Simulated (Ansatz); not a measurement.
# MnO (Manganosite): the cost of one run

Computed with Ansatz 0.2.0 (DFT PBE+U (U_eff = 3.9 eV on Mn 3d), scalar-relativistic, plane waves, PAW, unless a step's input says otherwise).

**1. The starting structure**

The structure is cubic, space group Fm-3m (No. 225). The conventional cell has a = 4.446 Å, b = 4.446 Å, c = 4.446 Å, α = 90.00°, β = 90.00°, γ = 90.00°. Mn (site symmetry m-3m) has 6 O at 2.22 Å as nearest neighbours. Around O (site symmetry m-3m) lie 6 Mn at 2.22 Å.

As a file:

```
Mn O
1.0
     0.00000    2.22300    2.22300
     2.22300    0.00000    2.22300
     2.22300    2.22300    0.00000
Mn O
1 1
Direct
  0.00000 0.00000 0.00000
  0.50000 0.50000 0.50000
```

The moments start at Mn 5.00 μB.

**2. First run, at the start cell**

File input.yaml:

```yaml
crystal:
  lattice:
    - [0.0, 2.223, 2.223]
    - [2.223, 0.0, 2.223]
    - [2.223, 2.223, 0.0]
  atoms:
    - { symbol: Mn, position: [0.0, 0.0, 0.0], spin: 5.0 }
    - { symbol: O, position: [0.5, 0.5, 0.5] }
basis:
  ecutwfc: 420
  ecutrho_ratio: 4
kpoints:
  mp_grid: { grid: [5, 5, 5] }
hamiltonian:
  xc: pbe
  hubbard: { sites: [{ species: Mn, l: d, u_eff: 3.9 }] }
scf:
  occupations: { method: gaussian, width: 0.05 }
output:
  forces: true
  stress: true
  eigenvalues: true
  populations: true
  hubbard: { sites: [{ species: Mn, l: d }] }
magnetization:
  spin_polarized: true
```

Command:

```
> ansatz run input.yaml --threads 2 --pin off --max-ram 5120MiB --backend cpu --events-out ev --progress --plain --runs-dir out
```

Q: Estimate wall time and peak memory on 2 threads of Arm Neoverse V1, shared host.

About 1.3 s, with a peak of 0.28 GiB.
